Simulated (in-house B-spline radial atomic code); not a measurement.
# Te⁵¹⁺: isotopes

What do the measured radii and masses of the isotopes do to the energy of Te⁵¹⁺?

The numbers are computed with in-house B-spline radial atomic code version 1 (Dirac-Hartree-Fock, average of configuration, Fermi nucleus, basis-set limit), except any that are marked as measured or tabulated.

## 1. Starting point

- element: tellurium (Z = 52)
- charge: +51
- electrons: 1
- configuration: 1s1
- Hamiltonian: Dirac-Coulomb
- nucleus: Fermi, rms radius 4.685 fm

Input settings:

```ini
Z = 52
electrons = 1.0
configuration = 1s1
hamiltonian = dirac
method = hf
spin_polarised = False
nucleus = fermi
rms_radius = 4.6847
mass_number = 116
atomic_mass = 115.908465558
speed_of_light = 137.035999084
```

The reference is known from an earlier run: -1404.433534 hartree (electron-nucleus part -2922.0773, recoil term 0.006647004) in all. Up to eight levels, counted from the top:

| orbital | occupation | energy (eV) | <r> (bohr) |
| --- | --- | --- | --- |
| 1s1/2 | 1 | -38216.6 | 0.02741 |

## 2. Mass number 126

Input settings:

```ini
Z = 52
electrons = 1.0
configuration = 1s1
hamiltonian = dirac
method = hf
spin_polarised = False
nucleus = fermi
rms_radius = 4.7266
mass_number = 126
atomic_mass = 125.903312144
speed_of_light = 137.035999084
```

## 3. Mass number 128

Input settings:

```ini
Z = 52
electrons = 1.0
configuration = 1s1
hamiltonian = dirac
method = hf
spin_polarised = False
nucleus = fermi
rms_radius = 4.7346
mass_number = 128
atomic_mass = 127.904461237
speed_of_light = 137.035999084
```

## 4. Mass number 130

Input settings:

```ini
Z = 52
electrons = 1.0
configuration = 1s1
hamiltonian = dirac
method = hf
spin_polarised = False
nucleus = fermi
rms_radius = 4.7423
mass_number = 130
atomic_mass = 129.906222745
speed_of_light = 137.035999084
```

## 5. Mass number 132

Input settings:

```ini
Z = 52
electrons = 1.0
configuration = 1s1
hamiltonian = dirac
method = hf
spin_polarised = False
nucleus = fermi
rms_radius = 4.75
mass_number = 132
atomic_mass = 131.908546713
speed_of_light = 137.035999084
```

## 6. Mass number 134

Input settings:

```ini
Z = 52
electrons = 1.0
configuration = 1s1
hamiltonian = dirac
method = hf
spin_polarised = False
nucleus = fermi
rms_radius = 4.7569
mass_number = 134
atomic_mass = 133.911396376
speed_of_light = 137.035999084
```

## 7. Mass number 136

Input settings:

```ini
Z = 52
electrons = 1.0
configuration = 1s1
hamiltonian = dirac
method = hf
spin_polarised = False
nucleus = fermi
rms_radius = 4.7815
mass_number = 136
atomic_mass = 135.92010118
speed_of_light = 137.035999084
```

Q: By how much, and in which direction, does each change move the total energy and the levels?

As calculated:

All values are changes from the reference run; energy changes under 3e-05 eV count as noise.

| change | rms radius (fm) | δ<r²> (fm²) | Δ total energy (eV) | Δ recoil term, not in the total or the levels (eV) | Δ 1s1/2 level (eV) |
| --- | --- | --- | --- | --- | --- |
| mass number 126 | 4.7266 | +0.394 | +0.04084 | -0.01436 | +0.04084 |
| mass number 128 | 4.7346 | +0.470 | +0.04867 | -0.01696 | +0.04867 |
| mass number 130 | 4.7423 | +0.543 | +0.05622 | -0.01949 | +0.05622 |
| mass number 132 | 4.7500 | +0.616 | +0.06378 | -0.02194 | +0.06378 |
| mass number 134 | 4.7569 | +0.682 | +0.07056 | -0.02432 | +0.07056 |
| mass number 136 | 4.7815 | +0.916 | +0.09481 | -0.02663 | +0.09481 |

The total energy moves by 103 meV for each fm² of δ<r²> (from mass number 136): a larger nucleus binds the s electrons less. For that pair the recoil (mass) term changes by 0.027 eV against 0.095 eV from size, so size rules the shift. The recoil term is approximate.
